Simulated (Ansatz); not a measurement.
# CuH3OS: the cost of one run

Program: Ansatz 0.2.0. Level of theory: RKS PBE0-D4/def2-SVP. These are calculated values, not measurements.

## Step 1: The starting structure

Bond lengths: O1–Cu2 1.834 Å, Cu2–S3 2.084 Å, O1–H4 0.957 Å, O1–H5 0.986 Å, S3–H6 1.402 Å. Angles: O1–Cu2–S3 123.9°, Cu2–O1–H4 82.3°, Cu2–O1–H5 107.4°, H4–O1–H5 100.6°, Cu2–S3–H6 89.3°.

Coordinates:

```xyz
6

O     0.3450    0.5181   -1.2810
Cu    0.3246   -1.0645   -0.3544
S     0.0755   -1.1993    1.7098
H    -0.6032    0.4478   -1.1687
H     0.5516    1.2348   -0.6355
H    -0.6514   -0.0009    1.6836
```

## Step 2: End point A

input.yaml reads:

```yaml
crystal:
  periodic: [false, false, false]
  atoms:
    - { symbol: O, position_ang: [0.345, 0.5181, -1.281] }
    - { symbol: Cu, position_ang: [0.3246, -1.0645, -0.3544] }
    - { symbol: S, position_ang: [0.0755, -1.1993, 1.7098] }
    - { symbol: H, position_ang: [-0.6032, 0.4478, -1.1687] }
    - { symbol: H, position_ang: [0.5516, 1.2348, -0.6355] }
    - { symbol: H, position_ang: [-0.6514, -0.0009, 1.6836] }
basis:
  gaussian: { orbitals: def2-SVP }
hamiltonian:
  xc: pbe0
  dispersion: d4
relax:
  f_tol: 0.015
  max_steps: 40
```

Run with:

```sh
ansatz run input.yaml --threads 1 --pin off --max-ram 2048MiB --backend cpu --events-out ev --progress --plain --runs-dir out
```

**Question.** How long does this run take on 1 thread of Arm Neoverse V2, shared host, and how much memory does it need?

About 36 s, with a peak of 0.16 GiB.
